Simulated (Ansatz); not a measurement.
# Fe2Pt3: the cost of one run

Computed with Ansatz 0.2.0 (DFT PBE, scalar-relativistic, plane waves, PAW, unless a step's input says otherwise).

## 1. The structure to begin with

Symmetry: I4/mmm, No. 139, tetragonal system. Conventional cell: a = 3.050 Å, b = 3.050 Å, c = 15.252 Å, α = 90.00°, β = 90.00°, γ = 90.00°. Around Fe (site symmetry 4mm) lie 8 Pt at 2.64 Å. Pt (site symmetry 4mm) is surrounded by 4 Fe at 2.64 Å and 4 Pt at 2.64 Å. Pt (site symmetry 4/mmm) has 8 Fe at 2.64 Å as nearest neighbours.

As a file:

```cif
data_structure
_symmetry_space_group_name_H-M 'P 1'
_symmetry_Int_Tables_number 1
_cell_length_a 7.9253
_cell_length_b 7.9253
_cell_length_c 7.9253
_cell_angle_alpha 157.808
_cell_angle_beta 157.808
_cell_angle_gamma 31.586
_cell_volume 70.96
loop_
_atom_site_label
_atom_site_type_symbol
_atom_site_fract_x
_atom_site_fract_y
_atom_site_fract_z
_atom_site_occupancy
Fe1 Fe 0.90000 0.90000 0.00000 1
Fe2 Fe 0.10000 0.10000 0.00000 1
Pt1 Pt 0.70000 0.70000 0.00000 1
Pt2 Pt 0.30000 0.30000 0.00000 1
Pt3 Pt 0.50000 0.50000 0.00000 1
```

The start is an ordering of an alloy on its end members' structure types: elements ordered on the sites of the Mo type, Fe/Pt on Mo (I4/mmm, No. 139).

## 2. A first look at the guess

Input file input.yaml:

```yaml
crystal:
  lattice:
    - [-1.52523411, 1.52523411, 7.62617055]
    - [1.52523411, -1.52523411, 7.62617055]
    - [1.52523411, 1.52523411, -7.62617055]
  atoms:
    - { symbol: Fe, position: [0.9, 0.9, 0.0], spin: -4.0 }
    - { symbol: Fe, position: [0.1, 0.1, 0.0], spin: -4.0 }
    - { symbol: Pt, position: [0.7, 0.7, 0.0] }
    - { symbol: Pt, position: [0.3, 0.3, 0.0] }
    - { symbol: Pt, position: [0.5, 0.5, 0.0] }
basis:
  ecutwfc: 420
kpoints:
  mp_grid: { grid: [8, 8, 8] }
hamiltonian:
  xc: pbe
scf:
  occupations: { method: gaussian, width: 0.1 }
  lower_state_search: "off"
output:
  forces: true
  stress: true
  eigenvalues: true
  populations: true
magnetization:
  spin_polarized: true
```

On the command line:

```
ansatz run input.yaml --threads 4 --pin off --max-ram 8192MiB --backend cpu --events-out ev --progress --plain --runs-dir out
```

What time and memory should one allow on 4 threads of Arm Neoverse V2, shared host?

About 8.8 s, with a peak of 0.63 GiB.
